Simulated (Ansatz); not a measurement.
# InBi: the cost of one run

All numbers are computed with the Python package of Ansatz 0.2.0. The levels of theory stand in the script.

The COD entry's cell or inner coordinates are ideal or old and differ from later refinements, so a difference from it is no clean test against experiment.

### 1 The system

It takes space group P4/nmm (No. 129, tetragonal). Conventional cell: a = 4.959 Å, b = 4.959 Å, c = 4.840 Å, α = 90.00°, β = 90.00°, γ = 90.00°. In (site symmetry -4m2) is surrounded by 4 Bi at 3.12 Å and 4 In at 3.51 Å. Bi (site symmetry 4mm) is surrounded by 4 In at 3.12 Å.

The script holds or builds the structure itself.

### 2 The script

lattice_inbi.py

```python
"""How the lattice of InBi depends on the functional."""

import ansatz as az
import numpy as np

config = {
    "beta": 0.1,
    "kgrid": (6, 6, 6),
    "filling": "fermi_dirac",
}

def edges_and_angles(cell):
    cell = np.asarray(cell)
    a, b, c = np.linalg.norm(cell, axis=1)
    cosines = cell[1] @ cell[2] / (b * c), cell[0] @ cell[2] / (a * c), cell[0] @ cell[1] / (a * b)
    return (a, b, c, *np.degrees(np.arccos(cosines)))

system = (
    az.Lattice.of((4.9589, 0.0, 0.0), (0.0, 4.9589, 0.0), (0.0, 0.0, 4.8396))
    .atom("In", (0.0, 0.0, 0.0))
    .atom("In", (0.5, 0.5, 0.0))
    .atom("Bi", (0.0, 0.5, 0.3918))
    .atom("Bi", (0.5, 0.0, 0.6082))
)

model = (
    system.calculation()
    .mixing("broyden", beta=config["beta"])
    .kpoints(*config["kgrid"], shift=0.5)
    .occupations(config["filling"], width=150 * az.meV)
    .eigensolver("auto")
    .basis(39 * az.Ry, density_ratio=6)
    .scf(algorithm="direct_min")
    .relax(cell=True)
)

levels = [("pbesol", "d3bj"), ("pbesol", "none"), ("blyp", "d3bj")]
print("level            a       b       c    alpha   beta  gamma  V/atom  steps")
for name, dispersion in levels:
    seen = []
    run = model.functional(name, dispersion=dispersion).session().plan()
    done = run.execute(on_event=lambda e: seen.append(e) if e["event"] == "relax_step" else None)
    cell = done.lattice.cell_ang
    label = name if dispersion == "none" else f"{name}+{dispersion}"
    print("{:13s} {:7.4f} {:7.4f} {:7.4f} {:6.2f} {:6.2f} {:6.2f}".format(label, *edges_and_angles(cell)), f"{abs(np.linalg.det(cell)) / len(done.lattice.sites):7.3f} {len(seen):5d}")
```

### 3 What the engine is handed

The engine receives this input (first run):

```yaml
crystal:
  lattice:
    - [4.9589, 0.0, 0.0]
    - [0.0, 4.9589, 0.0]
    - [0.0, 0.0, 4.8396]
  atoms:
    - { symbol: In, position: [0.0, 0.0, 0.0] }
    - { symbol: In, position: [0.5, 0.5, 0.0] }
    - { symbol: Bi, position: [0.0, 0.5, 0.3918] }
    - { symbol: Bi, position: [0.5, 0.0, 0.6082] }
basis:
  ecutwfc: 530.622031796766
  ecutrho_ratio: 6
kpoints:
  mp_grid:
    grid: [6, 6, 6]
    shift: [0.5, 0.5, 0.5]
hamiltonian:
  xc: pbesol
  dispersion: d3bj
scf:
  algorithm: direct_min
  mixing:
    algorithm: broyden
    beta: 0.1
  occupations:
    method: fermi_dirac
    width: 0.15
  eigensolver:
    kind: auto
relax:
  cell: {}
```

### 4 Launch

The run is started by

```console
$ python lattice_inbi.py
```

**Question.** How long does this script take on 1 thread of Arm Neoverse V1, shared host, and how much memory does it need?

About 7.4 min, with a peak of 0.71 GiB.
